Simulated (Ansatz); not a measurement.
**SnBr2F2: how energies converge with the basis set**

An exercise on one series of results from a longer session: the logs are not shown, and one member is left open.

Program: Ansatz 0.2.0, Gaussian basis. Level of theory: one geometry, several basis sets. These are calculated values, not measurements.

The runs, in order: PBE0-D4/def2-SVP; ωB97M-V/def2-SVP; PBE0-D4/def2-QZVPP; ωB97M-V/def2-QZVPP; the functionals' def2-TZVPP values are taken from earlier runs.

## The geometry

All runs share one geometry, relaxed beforehand with PBE0-D4 in a triple-zeta def2 set. Sn takes the def2 core potential; no spin-orbit term is included.

SMILES `[F][Sn]([F])([Br])[Br]`, 5 atoms, charge 0, spin multiplicity 1.

Atoms are counted from 1 here; the program's logs count them from 0.

Bond lengths: F1–Sn2 1.891 Å, Sn2–F3 1.891 Å, Sn2–Br4 2.421 Å, Sn2–Br5 2.421 Å. Angles: F1–Sn2–F3 104.4°, F1–Sn2–Br4 109.1°, F1–Sn2–Br5 109.1°, F3–Sn2–Br4 109.1°, F3–Sn2–Br5 109.1°, Br4–Sn2–Br5 115.4°.

Coordinates:

```mol
Br2F2Sn
  3D, bonds by distance, orders not assigned

  5  4  0  0  0  0  0  0  0  0999 V2000
    0.0321   -0.4047    1.8764 F   0  0
    0.0432   -0.0472    0.0194 Sn  0  0
    1.4777   -1.0813   -0.6507 F   0  0
   -2.0273   -0.8393   -0.9530 Br  0  0
    0.5243    2.2988   -0.3335 Br  0  0
  1  2  8  0
  2  3  8  0
  2  4  8  0
  2  5  8  0
M  END
```

Set-up of the first run:

File in.yaml:

```yaml
crystal:
  periodic: [false, false, false]
  atoms:
    - {symbol: F, position_ang: [0.032062, -0.404663, 1.876376]}
    - {symbol: Sn, position_ang: [0.043207, -0.047218, 0.019423]}
    - {symbol: F, position_ang: [1.477739, -1.081253, -0.650697]}
    - {symbol: Br, position_ang: [-2.027306, -0.839305, -0.952991]}
    - {symbol: Br, position_ang: [0.524298, 2.298839, -0.333512]}
basis:
  gaussian: {orbitals: def2-SVP}
hamiltonian: {xc: pbe0, dispersion: d4}
output: {orbitals: {seedname: orbitals}}
```

The run is started by

```
$ ansatz run in.yaml --threads 4 --pin off --events-out ev --progress --plain --max-ram 10444MiB
```

Among the steps run: PBE0-D4 in def2-SVP; ωB97M-V in def2-SVP; PBE0-D4 in def2-QZVPP; ωB97M-V in def2-QZVPP.

One of the session's tables, all rows but one given; the rest of the session is left out.

It belongs to the step «Density functionals: the series». 

```
functional       basis  HOMO (eV)  LUMO (eV)
   PBE0-D4    def2-SVP      -9.35      -3.30
   PBE0-D4  def2-TZVPP      -9.45      -3.39
   PBE0-D4  def2-QZVPP      -9.45      -3.39
   ωB97M-V    def2-SVP     -11.53      -1.20
   ωB97M-V  def2-TZVPP          ?          ?
   ωB97M-V  def2-QZVPP     -11.66      -1.40
```

Estimate the missing values for ωB97M-V, def2-TZVPP.

The run gave: HOMO (eV): -11.65; LUMO (eV): -1.36. In the column «HOMO (eV)» it lies between ωB97M-V, def2-QZVPP (-11.66) and ωB97M-V, def2-SVP (-11.53).
